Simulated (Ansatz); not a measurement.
# SiH3Cl + Si2NH7: a complex and its separated parts

The complex below is one end of an elementary step. How strongly is it bound against its free parts?

Program: Ansatz 0.2.0, Gaussian basis. Level of theory: PBE0-D4/def2-TZVP structures, single points in def2-TZVPP, no counterpoise correction. These are calculated values, not measurements.

Levels: SPW92, PBE-D4, BLYP-D4, r2SCAN-D4, B97M-V, PBE0-D4, B3LYP-D4, r2SCAN0-D4, BHLYP-D4, CAM-B3LYP-D4, wB97X-V, wB97M-V, B2PLYP, PBE-QIDH, RPA on PBE, Hartree-Fock, MP2, CCSD, CCSD(T).

Cores are frozen in the correlated methods. B3LYP uses VWN-RPA correlation. B2PLYP carries no dispersion term here.

94 further runs of the same task are left out: 94 set aside as unsound or not needed.

### Step 1. Starting geometry

The complex: 15 atoms, charge 0, spin multiplicity 1.

Atoms are counted from 1 here; the program's logs count them from 0.

Bond lengths: Si1–Cl2 2.299 Å, Si1–N4 1.928 Å, Si1–H7 1.550 Å, Si1–H8 1.482 Å, Si1–H9 1.483 Å, H3–N4 1.024 Å, N4–Si5 1.807 Å, N4–Si6 1.807 Å, Si5–H10 1.477 Å, Si5–H11 1.483 Å, Si5–H12 1.475 Å, Si6–H13 1.476 Å, Si6–H14 1.477 Å, Si6–H15 1.486 Å. Angles: Cl2–Si1–N4 83.1°, Cl2–Si1–H7 166.6°, Cl2–Si1–H8 89.2°, Cl2–Si1–H9 90.6°, N4–Si1–H7 83.7°, N4–Si1–H8 120.8°, N4–Si1–H9 114.7°, H7–Si1–H8 95.9°, H7–Si1–H9 96.8°, H8–Si1–H9 124.0°, Si1–N4–H3 104.7°, Si1–N4–Si5 109.0°, Si1–N4–Si6 106.7°, H3–N4–Si5 108.1°, H3–N4–Si6 113.7°, Si5–N4–Si6 114.2°, N4–Si5–H10 105.9°, N4–Si5–H11 106.8° and more.

Coordinates:

```xyz
15
ClH10NSi3
Si    0.1864   -1.2866   -1.0107
Cl    1.3414   -0.1283   -2.6260
H     0.1908    1.1152   -0.9809
N     0.0135    0.4604   -0.2132
Si    1.3162    0.6769    1.0197
Si   -1.6621    0.5624    0.4558
H    -0.6714   -1.7363    0.1997
H    -0.7655   -1.7440   -2.0501
H     1.4194   -2.0205   -0.6347
H     1.2523   -0.5142    1.8910
H     0.9846    1.9039    1.7843
H     2.5949    0.8089    0.2970
H    -2.5884   -0.1470   -0.4478
H    -1.6416    0.0337    1.8348
H    -1.9705    2.0154    0.4811
```

Its parts: SiH3Cl holds atoms 1, 2, 7, 8, 9; Si2NH7 holds atoms 3, 4, 5, 6, 10, 11, 12, 13, 14, 15. Each part counts its atoms afresh in its own runs.

### Step 2. Relaxing SiH3Cl alone

Input file relax-a/in.yaml:

```yaml
crystal:
  periodic: [false, false, false]
  atoms:
    - {symbol: Si, position_ang: [0.186431, -1.286617, -1.010695]}
    - {symbol: Cl, position_ang: [1.341383, -0.128304, -2.625958]}
    - {symbol: H, position_ang: [-0.671444, -1.736305, 0.199707]}
    - {symbol: H, position_ang: [-0.765516, -1.743955, -2.050111]}
    - {symbol: H, position_ang: [1.419444, -2.020469, -0.634685]}
basis:
  gaussian: {orbitals: def2-TZVP}
hamiltonian: {xc: pbe0, dispersion: d4}
relax: {f_tol: 0.005, max_steps: 200}
```

Started as:

```sh
$ ansatz run in.yaml --threads 4 --pin off --events-out ev --progress --plain --max-ram 46080MiB --backend cpu
```

Further steps of the session: Relaxing Si2NH7 alone; SPW92/def2-TZVPP; PBE-D4/def2-TZVPP; BLYP-D4/def2-TZVPP; r2SCAN-D4/def2-TZVPP; B97M-V/def2-TZVPP; PBE0-D4/def2-TZVPP; B3LYP-D4/def2-TZVPP; r2SCAN0-D4/def2-TZVPP; BHLYP-D4/def2-TZVPP; CAM-B3LYP-D4/def2-TZVPP; wB97X-V/def2-TZVPP; wB97M-V/def2-TZVPP; B2PLYP/def2-TZVPP; PBE-QIDH/def2-TZVPP; RPA on PBE/def2-TZVPP; CCSD(T)/def2-TZVPP; CCSD(T)/def2-QZVPP; Vibrations of SiH3Cl; Vibrations of Si2NH7.

**Question.** What will these runs give? Wanted: complex less parts, CCSD(T)/def2-TZVPP; with zero-point energy; largest T1 diagnostic.

As calculated:

```
                              quantity      value
complex less parts, CCSD(T)/def2-TZVPP  +0.814 eV
                with zero-point energy  +0.904 eV
                 largest T1 diagnostic      0.011
```

In words: At CCSD(T) the complex lies 0.814 eV above its parts. The functionals run from B3LYP-D4, off by -0.017 eV, to SPW92, off by -0.561 eV, against CCSD(T). By rung, the mean size of the error is: LDA 0.561, GGA 0.145, meta-GGA 0.061, hybrid 0.074, range-separated hybrid 0.049, double hybrid 0.112 eV. PBE-D4 gives a relative energy 0.227 eV too low, outside chemical accuracy (1 kcal/mol, 0.043 eV). No counterpoise was applied, and triple zeta lacks some correlation, so the CCSD(T) reference has a basis error of its own, and close matches with it are partly luck.
